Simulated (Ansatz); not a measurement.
# Ni (fcc type): the cost of one run

Computed with Ansatz 0.2.0 (DFT PBE, with the methods named in each step, unless a step's input says otherwise).

### Step 1. The system as given

The structure is cubic, space group Fm-3m (No. 225). The conventional cell has a = 3.519 Å, b = 3.519 Å, c = 3.519 Å, α = 90.00°, β = 90.00°, γ = 90.00°. Around Ni (site symmetry m-3m) lie 12 Ni at 2.49 Å.

Structure file:

```xyz
1
Lattice="0.0000 1.7597 1.7597 1.7597 0.0000 1.7597 1.7597 1.7597 0.0000" Properties=species:S:1:pos:R:3 pbc="T T T"
Ni    0.0000    0.0000    0.0000
```

Elk's input and logs are in atomic units (hartree, bohr).

### Step 2. Bulk cell relaxed, PAW

File input.yaml:

```yaml
crystal:
  lattice:
    - [0.0, 1.7597012234, 1.7597012234]
    - [1.7597012234, 0.0, 1.7597012234]
    - [1.7597012234, 1.7597012234, 0.0]
  atoms:
    - { symbol: Ni, position: [0.0, 0.0, 0.0], spin: 1.0 }
magnetization:
  spin_polarized: true
kpoints:
  mp_grid: { grid: [21, 21, 21] }
scf:
  occupations: { method: fermi_dirac, width: 0.05 }
hamiltonian:
  xc: pbe
  pseudopotentials: { kind: paw }
output:
  forces: true
  stress: true
  write_density: true
  write_potential: true
  elf: true
  volumetric_format: npy
relax:
  f_tol: 0.005
  max_steps: 40
  cell: {}
```

Started as:

```bash
$ ansatz run input.yaml --threads 2 --pin off --max-ram 4096MiB --backend cpu --events-out ev --progress --plain --runs-dir out
```

Q: Estimate wall time and peak memory on 2 threads of Arm Neoverse V2, shared host.

About 12 s, with a peak of 0.37 GiB.
